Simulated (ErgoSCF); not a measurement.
# UHSE(Ergo)/STO-3G run of InHCl (SMILES [Cl][InH])

What is the energy change on altering one bond length of InHCl at UHSE(Ergo)/STO-3G? 

The calculation is run with ErgoSCF 3.8.

2 further runs of the same task are left out: 1 that didn't finish, 1 set aside as unsound or not needed.

### 1 The molecule

InHCl: 3 atoms, total charge 0, spin state doublet. SMILES: `[Cl][InH]`. Geometry: relaxed at PBE0-D4/def2-TZVP.

Bond lengths: Cl1–In2 2.365 Å, In2–H3 1.773 Å. Angles: Cl1–In2–H3 115.3°.

### 2 A single-point energy at UHSE(Ergo)/STO-3G

The input, run.inp:

```
# ClHIn, HSE
set_nthreads(1)
spin_polarization = 1
XC.type = "GC2"
tmpdir = "."
scf.output_mulliken_pop = 1
basis = "STO-3G"
charge = 0
scf.use_diagonalization = 1
scf.max_number_of_iterations = 150
molecule_inline
Cl  -3.11767016   0.74984333  -1.63914844
In   0.77384285   1.02498745   0.54065064
H    2.32322930  -1.89709606   1.07355341
EOF
run "HSE"
```

The basis set STO-3G is read from a file made from the Basis Set Exchange's data (not shown).

Started as:

```
$ ergo < run.inp
```

Output (excerpt; [...] marks lines left out):

```text
[...]
INSC SCF_general constructor, number of basis functions: 37
[...]
INSC Energy   1 =      -6337.58718485058
[...]
INDE E_LUMO =         -0.01431694208
[...]
INSC Energy  16 =      -6140.87748304208  ( diff     -0.000000000009095 )
[...]
RESC CONVERGED after  16 iterations.
RESC FINAL ENERGY:      -6140.87748304208
RESC FINAL <S2> =          0.75239568045
[...]
INSC SCF: dipole_moment_x [atomic units] =       1.10887850
INSC SCF: dipole_moment_y [atomic units] =       0.35183725
INSC SCF: dipole_moment_z [atomic units] =       0.65135104
[...]
```

Wall time 9.6 s (1 thread of Intel Xeon Platinum 8488C (Sapphire Rapids), shared host); peak memory 0.27 GiB.

### 3 The distorted shape

The input, input.ego:

```
set_nthreads(1)
tmpdir = "."
charge = 0
scf.use_diagonalization = 1
scf.output_mulliken_pop = 1
scf.max_number_of_iterations = 150
spin_polarization = 1
basis = "STO-3G"
XC.type = "GC2"
molecule_inline
Cl -5.06348714 0.61226748 -2.72908200
In 0.77384285 1.02498745 0.54065064
H  2.32322930 -1.89709606 1.07355341
EOF
run "HSE"
```

The basis set STO-3G is read from a file made from the Basis Set Exchange's data (not shown).

Started as:

```
$ ergo < input.ego
```

Output (excerpt; [...] marks lines left out):

```text
[...]
INSC SCF_general constructor, number of basis functions: 37
[...]
INSC Energy   1 =      -6337.27288841542
[...]
INDE E_LUMO =         -0.07138968417
[...]
INSC Energy  31 =      -6140.76148188461  ( diff     -0.000000000855835 )
[...]
RESC CONVERGED after  31 iterations.
RESC FINAL ENERGY:      -6140.76148188461
RESC FINAL <S2> =          0.77654076657
[...]
INSC SCF: dipole_moment_x [atomic units] =       2.41664542
INSC SCF: dipole_moment_y [atomic units] =       0.29557928
INSC SCF: dipole_moment_z [atomic units] =       1.36744463
[...]
```

Wall time 14 s (1 thread of Intel Xeon Platinum 8488C (Sapphire Rapids), shared host); peak memory 0.27 GiB.

### 4 Summary of results

At UHSE(Ergo)/STO-3G:

```
                                                           quantity           value
                                          first shape: total energy  -6140.87748 Eh
                                         first shape: dipole moment          3.39 D
                                                  first shape: ⟨S²⟩           0.752
                                      distorted shape: total energy  -6140.76148 Eh
                                     distorted shape: dipole moment          7.10 D
                                              distorted shape: ⟨S²⟩           0.777
energy change with the Cl1–In2 bond stretched from 2.365 to 3.547 Å        3.157 eV
```

In words: With the Cl1–In2 bond stretched from 2.365 to 3.547 Å the energy rises by 3.16 eV (73 kcal/mol). The first shape isn't relaxed at this level, so the change isn't measured from a minimum. The minimal basis adds a large error of its own. Relativity is left out (first shape) although the molecule holds a heavy atom. Mulliken charges (distorted shape) run from -0.45 on Cl1 to +0.60 on In2; they depend strongly on the basis. Relativity is left out (distorted shape) although the molecule holds a heavy atom.
